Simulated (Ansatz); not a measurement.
Runs of Ansatz 0.2.0 on MgI2. Symmetry: P-3m1, No. 164, trigonal system. Conventional cell: a = 4.140 Å, b = 4.140 Å, c = 6.880 Å, α = 90.00°, β = 90.00°, γ = 120.00°. I (site symmetry 3m) is surrounded by 3 Mg at 2.94 Å. Around Mg (site symmetry -3m) lie 6 I at 2.94 Å. 

```tsv
level	cutoff (eV)	gap on the mesh (eV)	pressure (GPa)	relaxed volume (Å³/atom)
PBE	420	3.63	0.0	40.16
PBEsol	420	3.55	0.0	34.65
RPBE	420	3.76	0.0	45.43
BLYP	420	(d)	0.0	(a)
LDA	420	3.36	0.0	32.09
revPBE	420	(c)	0.0	(b)
r2SCAN	500	4.24	0.0	36.28
```

Alike in all rows: task relaxation of cell and atoms; potentials or basis Ansatz PAW; no spin polarisation; cell relaxed; k mesh 8 × 8 × 4; smearing fermi-dirac 0.05 eV.

Fill in the values left out.

(a) 52.64; (b) 49.38; (c) 3.75; (d) 3.64.

Caveats: the plane-wave basis is chosen anew once the cell has moved, so the energies of steps on either side of that aren't comparable; spin-orbit coupling is left out, which moves the levels of the heavy elements; the PAW data sets come from PBE, with cores solved anew for the run's functional, which leaves a small shift of forces and pressure (some runs); the volume moved by over 15 % at a fixed basis, so the end points are rough (some runs); this functional lacks dispersion, which binds the layers, so the pressure and a relaxed spacing across them are unreliable, and here the layers came unbound (some runs); this functional lacks dispersion, which binds the layers, so the pressure and a relaxed spacing across them are unreliable (some runs).

A k mesh can miss the band edges, and the runs leave out spin-orbit coupling on I.
